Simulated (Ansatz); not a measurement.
In3As, 4 atoms in the cell. Symmetry: Pm-3m, No. 221, cubic system. The conventional cell has a = 4.672 Å, b = 4.672 Å, c = 4.672 Å, α = 90.00°, β = 90.00°, γ = 90.00°. Around In (site symmetry 4/mmm) lie 8 In at 3.30 Å and 4 As at 3.30 Å. As (site symmetry m-3m) is surrounded by 12 In at 3.30 Å. The cell comes from a database or a generator and needn't be the stable form of this composition.

| Quantity | Value |
| --- | --- |
| Program | Ansatz 0.2.0 |
| Task | relaxation of cell and atoms |
| Functional | PBE |
| Potentials or basis | PseudoDojo stringent (PBE files) |
| Cutoff | 1415 eV |
| Density cutoff | 5660 eV |
| k mesh | 6 × 6 × 6 |
| Occupations | fermi-dirac, width 0.05 eV |
| Spin | no spin polarisation |

Potentials or basis: PseudoDojo stringent (PBE files).

Run with:

```console
$ ansatz run input.yaml --threads 2 --pin off --max-ram 5632MiB --backend cpu --events-out ev --progress --plain --runs-dir out
```

Hardware: 2 threads of AMD EPYC 9R45 96-Core Processor (Zen 5), with other jobs on the host.

Problem. Estimate the wall time of this run.

Solution. Wall time 11 s on 2 threads of AMD EPYC 9R45 96-Core Processor (Zen 5) (shared host), peak memory 0.92 GiB. Counts: scf iterations 20, plane waves 12533, k points 20, bands 52, ion steps 3.
